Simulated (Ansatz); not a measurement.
# Al2Cu: the cost of one run

Computed with Ansatz 0.2.0 (DFT PBEsol, scalar-relativistic, plane waves, PAW, unless a step's input says otherwise).

72 further runs of the same task are left out: 72 set aside as unsound or not needed.

**1. The system as given**

Symmetry: I4/mcm, No. 140, tetragonal system. Conventional cell: a = 5.993 Å, b = 5.993 Å, c = 4.828 Å, α = 90.00°, β = 90.00°, γ = 90.00°. Around Al (site symmetry m2m) lie 4 Cu at 2.56 Å and 3 Al at 2.70 to 2.86 Å. Cu (site symmetry 422) is surrounded by 2 Cu at 2.41 Å and 8 Al at 2.56 Å.

As a file:

```cif
data_structure
_symmetry_space_group_name_H-M 'I4/mcm'
_symmetry_Int_Tables_number 140
_cell_length_a 5.9930
_cell_length_b 5.9930
_cell_length_c 4.8276
_cell_angle_alpha 90.000
_cell_angle_beta 90.000
_cell_angle_gamma 90.000
_cell_volume 173.39
loop_
_atom_site_label
_atom_site_type_symbol
_atom_site_symmetry_multiplicity
_atom_site_Wyckoff_symbol
_atom_site_fract_x
_atom_site_fract_y
_atom_site_fract_z
_atom_site_occupancy
Al1 Al 8 h 0.15932 0.65932 0.00000 1
Cu1 Cu 4 a 0.00000 0.00000 0.25000 1
```

This cell was relaxed beforehand with the same method: volume 14.45 Å³/atom, gap on the mesh none (metal).

**2. The scan**

The energy is mapped over the lattice constants a and c of the conventional cell.

The axes are (1) lattice constant a (and b): 11 values from 5.693 to 6.293 Å; (2) lattice constant c: 11 values from 4.586 to 5.069 Å.

Nothing else is relaxed (fractional coordinates fixed). Energies count from the relaxed crystal. Points are written as (first, second).

**3. Point (6.053 Å, 4.586 Å)**

Input file input.yaml:

```yaml
crystal:
  lattice:
    - [-3.02645, 3.02645, 2.2931]
    - [3.02645, -3.02645, 2.2931]
    - [3.02645, 3.02645, -2.2931]
  atoms:
    - { symbol: Al, position: [0.1593210787, 0.6593210787, 0.8186421574] }
    - { symbol: Al, position: [0.6593210787, 0.8406789213, 0.5] }
    - { symbol: Al, position: [0.8406789213, 0.3406789213, 0.1813578426] }
    - { symbol: Al, position: [0.3406789213, 0.1593210787, 0.5] }
    - { symbol: Cu, position: [0.75, 0.75, 0.0] }
    - { symbol: Cu, position: [0.25, 0.25, 0.0] }
basis:
  ecutwfc: 520.0
kpoints:
  mp_grid: { grid: [10, 10, 10] }
hamiltonian:
  xc: pbesol
  pseudopotentials: { kind: paw, azcp: { folder: soft_1 } }
scf:
  occupations: { method: gaussian, width: 0.15 }
output:
  forces: true
  stress: true
  eigenvalues: true
```

Started as:

```sh
$ ansatz run input.yaml --threads 4 --pin off --max-ram 8192MiB --backend cpu --events-out ev --progress --plain --runs-dir out
```

Q: Estimate wall time and peak memory on 4 threads of Arm Neoverse V1, shared host.

About 6.3 s, with a peak of 0.6 GiB.
